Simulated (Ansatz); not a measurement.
# AlGeH2 (doublet): the correlation ladder, cc-pVDZ

The task here is to estimate one member of a computed series from the others.

Computed with Ansatz 0.2.0, Gaussian basis. Level: cc-pVDZ, core rule «outside noble gas», up to 19 orbitals frozen.

Plan: UHF; CCSD(T) on ROHF; CCSD(T) on UHF; BCCD(T) on ROHF; CISD; CCSDT(Q) on ROHF; CCSDT(Q) on UHF.

23 further runs of the same task are left out: 2 for a known fault of the program, 9 that didn't finish, 12 set aside as unsound or not needed.

## The system

The geometry is a PBE0/def2-TZVP stationary point (not a proven minimum) of the parent state, kept for this charge and spin. No spin-orbit coupling is included. The filled d shell of Ge may be among the frozen orbitals whatever the setting's name suggests; the logs give the count.

4 atoms, charge 0, spin multiplicity 2.

Atoms are counted from 1 here; the program's logs count them from 0.

Bond lengths: Ge1–Al2 2.591 Å, Ge1–H3 1.715 Å, Al2–H3 1.819 Å, Al2–H4 1.618 Å. Angles: Al2–Ge1–H3 44.4°, Ge1–Al2–H3 41.3°, Ge1–Al2–H4 102.7°, H3–Al2–H4 144.0°, Ge1–H3–Al2 94.3°.

The first run:

The input, in.yaml:

```yaml
crystal:
  periodic: [false, false, false]
  atoms:
    - {symbol: Ge, position_ang: [0.000000, -0.029427, 0.728639]}
    - {symbol: Al, position_ang: [0.000000, 0.088406, -1.859750]}
    - {symbol: H, position_ang: [0.000000, 1.225864, -0.440379]}
    - {symbol: H, position_ang: [0.000000, -1.471647, -2.287408]}
basis:
  gaussian: {orbitals: cc-pVDZ}
magnetization: {spin_polarized: true, initial_magnetization: 1}
hamiltonian: {xc: hf}
output: {orbitals: {seedname: orbitals}}
```

Started as:

```bash
$ ansatz run in.yaml --threads 1 --pin off --events-out ev --progress --plain --max-ram 2393MiB
```

Steps of the session up to this table: UHF; CCSD(T) on ROHF; CCSD(T) on UHF; BCCD(T) on ROHF; CISD; CCSDT(Q) on ROHF; CCSDT(Q) on UHF.

One of the session's tables, all rows but one given; the rest of the session is left out.

It belongs to the step «Misses and costs». 

| method | from RCCSDT(Q) (meV) |
| --- | --- |
| ROHF | +4756.9 |
| UHF | +3673.3 |
| RMP2 | +1284.7 |
| UMP2 | +584.2 |
| CISD | +635.5 |
| RCCSD | +275.2 |
| UCCSD | ? |
| RCCSD(T) | +120.1 |
| UCCSD(T) | -499.1 |
| BCCD(T) | +120.8 |
| RCCSDT | +30.4 |
| UCCSDT | -646.8 |
| RCCSDT(Q) | 0 |
| UCCSDT(Q) | -724.0 |

Estimate the missing values for UCCSD.

**Answer.** from RCCSDT(Q) (meV): -359.6. In the column «from RCCSDT(Q) (meV)» it lies between UCCSD(T) (-499.1) and RCCSDT(Q) (0).

The program flags RCCSD(T), UCCSD(T), BCCD(T), RCCSDT(Q), UCCSDT(Q) as in doubt (see the logs), so the zero of the table is itself unsure.

To keep in mind: The determinant is far from a pure spin state, so its energy mixes those of several spin states (harmless only where they are near-degenerate, as at dissociation). The program flags RCCSD(T), UCCSD(T), BCCD(T), RCCSDT(Q), UCCSDT(Q) as in doubt, so the zero of the table is itself unsure. Restricted and unrestricted rows rest on different reference determinants; where their highest levels disagree by more than a few hundredths of an eV, they describe different states and don't form one ladder.
